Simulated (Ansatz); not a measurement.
**BGeH₄ (quartet): the correlation ladder, cc-pVDZ**

How much of the correlation energy of BGeH₄ (quartet) does each wave-function method recover here?

Program: Ansatz 0.2.0, Gaussian basis. Level of theory: cc-pVDZ, core rule «outside noble gas», up to 15 orbitals frozen. These are calculated values, not measurements.

The runs, in order: UHF; CCSD(T) on ROHF; CCSD(T) on UHF; BCCD(T) on ROHF; CISD as a restricted active space (open shells left free, so some higher excitations enter); CCSDT(Q) on ROHF; CCSDT(Q) on UHF.

23 further runs of the same task are left out: 6 that didn't finish, 17 set aside as unsound or not needed. Runs told in other sessions of the task aren't counted.

## 1. The system

The geometry is a PBE0/def2-TZVP stationary point (not a proven minimum) of the parent state, kept for this charge and spin. No spin-orbit coupling is included. The filled d shell of Ge may be among the frozen orbitals whatever the setting's name suggests.

6 atoms, charge 0, spin multiplicity 4.

Atoms are counted from 1 here; the program's logs count them from 0.

Bond lengths: Ge1–B2 2.035 Å, Ge1–H3 1.544 Å, Ge1–H4 1.539 Å, Ge1–H5 1.539 Å, B2–H6 1.191 Å. Angles: B2–Ge1–H3 116.3°, B2–Ge1–H4 108.2°, B2–Ge1–H5 108.2°, H3–Ge1–H4 108.0°, H3–Ge1–H5 108.0°, H4–Ge1–H5 107.7°, Ge1–B2–H6 138.1°.

## 2. UHF

The input, in.yaml:

```yaml
crystal:
  periodic: [false, false, false]
  atoms:
    - {symbol: Ge, position_ang: [0.000000, 0.014664, 0.265904]}
    - {symbol: B, position_ang: [0.000000, -0.153562, -1.762462]}
    - {symbol: H, position_ang: [0.000000, 1.450275, 0.833026]}
    - {symbol: H, position_ang: [1.242710, -0.713048, 0.809866]}
    - {symbol: H, position_ang: [-1.242710, -0.713048, 0.809866]}
    - {symbol: H, position_ang: [0.000000, 0.566075, -2.711984]}
basis:
  gaussian: {orbitals: cc-pVDZ}
magnetization: {spin_polarized: true, initial_magnetization: 3}
hamiltonian: {xc: hf}
output: {orbitals: {seedname: orbitals}}
```

Command:

```
> ansatz run in.yaml --threads 1 --pin off --events-out ev --progress --plain --max-ram 2393MiB
```

After this run come: CCSD(T) on ROHF; CCSD(T) on UHF; BCCD(T) on ROHF; CISD as a restricted active space (open shells left free, so some higher excitations enter); CCSDT(Q) on ROHF; CCSDT(Q) on UHF.

Before running them: what should the planned runs give, taken together? Wanted: UCCSDT(Q) from the RHF energy; RMP2 from UCCSDT(Q); UMP2 from UCCSDT(Q); RCCSD from UCCSDT(Q); RCCSD(T) from UCCSDT(Q); UCCSD(T) from UCCSDT(Q); RCCSDT(Q) from UCCSDT(Q); T1 diagnostic.

**Answer**, as computed:

```
                         quantity                                                   value
    UCCSDT(Q) from the ROHF energy                                              -5.4361 eV
              RMP2 from UCCSDT(Q)                                         +30.32 kcal/mol
              UMP2 from UCCSDT(Q)                                         +30.25 kcal/mol
             RCCSD from UCCSDT(Q)                                          +3.95 kcal/mol
          RCCSD(T) from UCCSDT(Q)                                          +0.97 kcal/mol
          UCCSD(T) from UCCSDT(Q)                                          +0.94 kcal/mol
         RCCSDT(Q) from UCCSDT(Q)                                          +0.06 kcal/mol
levels within 1 kcal/mol (43 meV)  RCCSD(T), UCCSD(T), BCCD(T), RCCSDT, UCCSDT, RCCSDT(Q)
                    T1 diagnostic                                                   0.031
```

RCCSD(T) misses by +0.97 kcal/mol, 0.8 % of the correlation energy. These misses are within one basis, not against nature; the frozen cores of restricted and unrestricted runs differ, which can shift their rows.

With open shells the CI space here admits some higher excitations, so it is larger than plain CISD.
